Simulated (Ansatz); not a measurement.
**C₂H₅AlSn: a ladder of functionals and wavefunction methods**

The task here is to estimate one member of a computed series from the others.

Program: Ansatz 0.2.0, Gaussian basis. Level of theory: functionals in def2-TZVPP, the program's frozen cores in correlated methods. These are calculated values, not measurements.

The runs, in order: LDA (SPW92), PBE-D4, revPBE-D4, BLYP-D4, r2SCAN-D4, B97M-V, PBE0-D4, B3LYP-D4, r2SCANh-D4, r2SCAN0-D4, HSE06-D4, BHLYP-D4, CAM-B3LYP-D4, LC-ωPBE, ωB97X-V, ωB97M-V, B2PLYP, PBE-QIDH; CCSD(T)/def2-SVP; CCSD(T)/def2-TZVPP; MP2/def2-QZVPP; extrapolation to the limit; RPA on PBE.

### The geometry

All runs share one geometry, relaxed beforehand with PBE0-D4 in a triple-zeta def2 set. Sn takes the def2 core potential; no spin-orbit term is included.

SMILES `[SnH3][C]1=[CH][AlH]1`, 9 atoms, charge 0, spin multiplicity 1.

Atoms are counted from 1 here; the program's logs count them from 0.

Bond lengths: Sn1–C2 2.124 Å, Sn1–H5 1.714 Å, Sn1–H6 1.709 Å, Sn1–H7 1.709 Å, C2–C3 1.368 Å, C2–Al4 1.869 Å, C3–Al4 1.851 Å, C3–H8 1.090 Å, Al4–H9 1.568 Å. Angles: C2–Sn1–H5 110.2°, C2–Sn1–H6 109.8°, C2–Sn1–H7 109.8°, H5–Sn1–H6 109.3°, H5–Sn1–H7 109.3°, H6–Sn1–H7 108.4°, Sn1–C2–C3 129.4°, Sn1–C2–Al4 162.8°, C3–C2–Al4 67.7°, C2–C3–Al4 69.1°, C2–C3–H8 128.1°, Al4–C3–H8 162.8°, C2–Al4–C3 43.1°, C2–Al4–H9 157.9°, C3–Al4–H9 159.0°.

The first run:

in.yaml reads:

```yaml
crystal:
  periodic: [false, false, false]
  atoms:
    - {symbol: Sn, position_ang: [-0.229721, 1.156511, -1.203320]}
    - {symbol: C, position_ang: [0.107855, -0.194439, 0.400597]}
    - {symbol: C, position_ang: [-0.005756, -1.557346, 0.427110]}
    - {symbol: Al, position_ang: [0.523084, -0.907762, 2.077997]}
    - {symbol: H, position_ang: [-0.711124, 0.300108, -2.607775]}
    - {symbol: H, position_ang: [-1.453325, 2.270821, -0.775089]}
    - {symbol: H, position_ang: [1.201999, 2.028664, -1.537731]}
    - {symbol: H, position_ang: [-0.296738, -2.223990, -0.384775]}
    - {symbol: H, position_ang: [0.952226, -0.918967, 3.585887]}
basis:
  gaussian: {orbitals: def2-TZVPP}
hamiltonian: {xc: lda}
output: {orbitals: {seedname: orbitals}}
```

Among the steps run: LDA; PBE-D4 (GGA); revPBE-D4 (GGA); BLYP-D4 (GGA); r2SCAN-D4 (meta-GGA); B97M-V (meta-GGA); PBE0-D4 (hybrid); B3LYP-D4 (hybrid); r2SCANh-D4 (hybrid); r2SCAN0-D4 (hybrid); HSE06-D4 (hybrid); BHLYP-D4 (hybrid); CAM-B3LYP-D4 (range-separated); LC-ωPBE (range-separated); ωB97X-V (range-separated); ωB97M-V (range-separated); B2PLYP (double hybrid); PBE-QIDH (double hybrid).

One of the session's tables, all rows but one given; the rest of the session is left out.

It belongs to the step «Orbital energies across the functionals». 

| functional | HOMO (eV) | gap (eV) |
| --- | --- | --- |
| LDA (SPW92) | -5.21 | 3.27 |
| PBE-D4 | -5.08 | 3.36 |
| revPBE-D4 | -5.02 | 3.40 |
| BLYP-D4 | -4.94 | 3.34 |
| r2SCAN-D4 | -5.23 | 3.86 |
| B97M-V | -5.28 | 3.73 |
| PBE0-D4 | -6.08 | 5.15 |
| B3LYP-D4 | -5.90 | 4.76 |
| r2SCANh-D4 | -5.60 | 4.52 |
| r2SCAN0-D4 | -6.18 | 5.48 |
| HSE06-D4 | -5.69 | 4.40 |
| BHLYP-D4 | -7.00 | 6.85 |
| CAM-B3LYP-D4 | -7.30 | 7.30 |
| LC-ωPBE | -8.55 | 9.61 |
| ωB97X-V | -8.24 | 9.19 |
| ωB97M-V | ? | ? |

**Question.** Estimate the row for ωB97M-V.

The run gave: HOMO (eV): -8.10; gap (eV): 8.75. In the column «HOMO (eV)» it lies between ωB97X-V (-8.24) and CAM-B3LYP-D4 (-7.30).
